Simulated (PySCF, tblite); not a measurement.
# Si₃H₈O₃: geometry, infrared bands and NMR shifts

Wanted: the infrared bands and NMR shifts of Si₃H₈O₃ (`O[SiH2]O[SiH2]O[SiH3]`), by calculation.

Programs: tblite 0.8.0 and PySCF 2.14.0, with density-fitted response routines of our own. Each step states its level of theory. These are calculated values for one molecule in the gas phase, unless marked as measured. Atoms count from 0, in the outputs and in this text.

### Step 1. The starting structure

14 atoms, charge 0, multiplicity 1; geometry from: force field or distance geometry start.

Bonds of the start (Å): O0–Si1 1.73, Si1–O2 1.74, O2–Si3 1.69, Si3–O4 1.72, O4–Si5 1.72, O0–H6 1.00, Si1–H7 1.45, Si1–H8 1.46, Si3–H9 1.45, Si3–H10 1.49, Si5–H11 1.47, Si5–H12 1.46, Si5–H13 1.47.

### Step 2. Relaxing the molecule with GFN2-xTB

The job: settings as JSON, then the geometry in Å.

```
{"job": {"kind": "relax", "xc": "GFN2-xTB", "basis": "xTB"}, "charge": 0, "multiplicity": 1}
O     -2.836900    -0.681400     0.174800
Si    -2.421100     0.833100    -0.557600
O     -1.128000     1.587900     0.328700
Si     0.238800     0.620800     0.093400
O      1.705400     1.485200     0.365900
Si     2.898800     0.265900     0.604000
H     -2.904800    -1.379900    -0.534500
H     -2.025100     0.619500    -1.933400
H     -3.589700     1.698400    -0.495000
H      0.308300     0.028900    -1.230100
H      0.188600    -0.505700     1.070500
H      2.676900    -0.240300     1.968500
H      2.624400    -0.831800    -0.325000
H      4.263600     0.779100     0.447600
```

Run with:

```
$ OMP_NUM_THREADS=1 python probes_run.py task.json out
```

This one command runs all jobs of the session in turn.

**Question.** This job is followed by: GFN2-xTB harmonic vibrations, gas phase; GIAO PBE0/pcSseg-1 NMR shielding, non-relativistic, gas phase. What will the session give for the following? strongest single infrared mode (GFN2-xTB); zero-point energy (GFN2-xTB); 1H shifts against TMS (PBE0/pcSseg-1, means over atoms taken as alike); 17O shifts against H2O (PBE0/pcSseg-1); 29Si shifts against TMS (PBE0/pcSseg-1); surface potential, 1st and 99th percentile.

**Answer**, as computed:

| quantity | value |
| --- | --- |
| strongest single infrared mode (GFN2-xTB) | 1073 cm⁻¹, 605 km/mol |
| zero-point energy (GFN2-xTB) | 49.8 kcal/mol |
| 1H shifts against TMS (PBE0/pcSseg-1, means over atoms taken as alike) | 5.15, 5.10, 4.96, 2.02 ppm |
| 17O shifts against H2O (PBE0/pcSseg-1) | 93.3, 47.9, 42.7 ppm |
| 29Si shifts against TMS (PBE0/pcSseg-1) | -40.7, -43.9, -46.9 ppm |
| surface potential, 1st and 99th percentile | -1.28 V and 2.22 V |

In words: The optimisation took 156 steps and gained 1.753 eV; among the close pairs (by a distance rule), Si1–O2 changed most, from 1.740 to 1.625 Å. The lowest mode is slightly imaginary (19i cm⁻¹), a soft motion within the noise of the Hessian, so the minimum is not strictly shown. The strongest single mode, at 1073 cm⁻¹, moves mainly O2. GFN2-xTB is a fitted tight-binding method: band positions and strengths are rough. Its intensities can rank the bands wrongly. At PBE0/pcSseg-1: The widest tensor belongs to O2: span 162 ppm, with a paramagnetic part of -160 ppm.
